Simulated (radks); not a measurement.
**Yb⁴⁺ in [Xe] 4f12: an all-electron calculation**

One table from this session's results is given with a row withheld; the runs are named, their logs left out.

The numbers are computed with radks (a radial shooting solver on a logarithmic mesh, Libxc functionals) version 1 (scalar-relativistic Kohn-Sham, PBE, spin-unpolarised, spherical densities, finite nucleus), except any that are marked as measured or tabulated.

## What is computed

| Quantity | Value |
| --- | --- |
| element | ytterbium (Z = 70) |
| charge | +4 |
| electrons | 66 |
| configuration | [Xe] 4f12 |
| nuclear rms radius | 5.3108 fm |

The outer shells:

Yb⁴⁺
```
[Xe] core
4f [↑↓][↑↓][↑↓][↑↓][↑↓][↑ ][↑ ]
```

The first run:

Input:

```text
Z 70
configuration [Xe] 4f12 6s0 5d0
relativity scalar-relativistic
functional pbe,pbe
spin unpolarised
nucleus finite rms 5.3108 fm
c 137.035999084
```

Command:

```console
$ python run_ks.py task.json out
```

The same process makes all the runs of this session.

One of the session's tables, all rows but one given; the rest of the session is left out.

It belongs to the step «Radial structure». Sizes of the orbitals, from the radial functions (bohr):

| level | <r> | outermost maximum (interpolated) | 90 % within | nodes |
| --- | --- | --- | --- | --- |
| 1s | 0.01966 | 0.0124 | 0.0357 | 0 |
| 2s | 0.08335 | 0.0706 | 0.129 | 1 |
| 2p | 0.07415 | 0.0576 | 0.121 | 0 |
| 3s | 0.2168 | 0.199 | 0.318 | 2 |
| 3p | 0.2163 | 0.197 | 0.323 | 1 |
| 3d | ? | ? | ? | ? |
| 4s | 0.4870 | 0.455 | 0.699 | 3 |
| 4p | 0.5168 | 0.476 | 0.751 | 2 |
| 4d | 0.5565 | 0.490 | 0.835 | 1 |
| 5s | 1.162 | 1.05 | 1.67 | 4 |
| 5p | 1.342 | 1.19 | 1.95 | 3 |
| 4f | 0.6968 | 0.477 | 1.17 | 0 |
| 5d | 1.839 | 1.55 | 2.74 | 2 |
| 6s | 2.649 | 2.48 | 3.73 | 5 |

**Question.** Estimate the row for 3d.

The run gave: <r>: 0.1961; outermost maximum (interpolated): 0.160; 90 % within: 0.305; nodes: 0. In the column «<r>» it lies between 2s (0.08335) and 3p (0.2163).

Caveats from the session: Spin polarisation and multiplet splitting are left out.
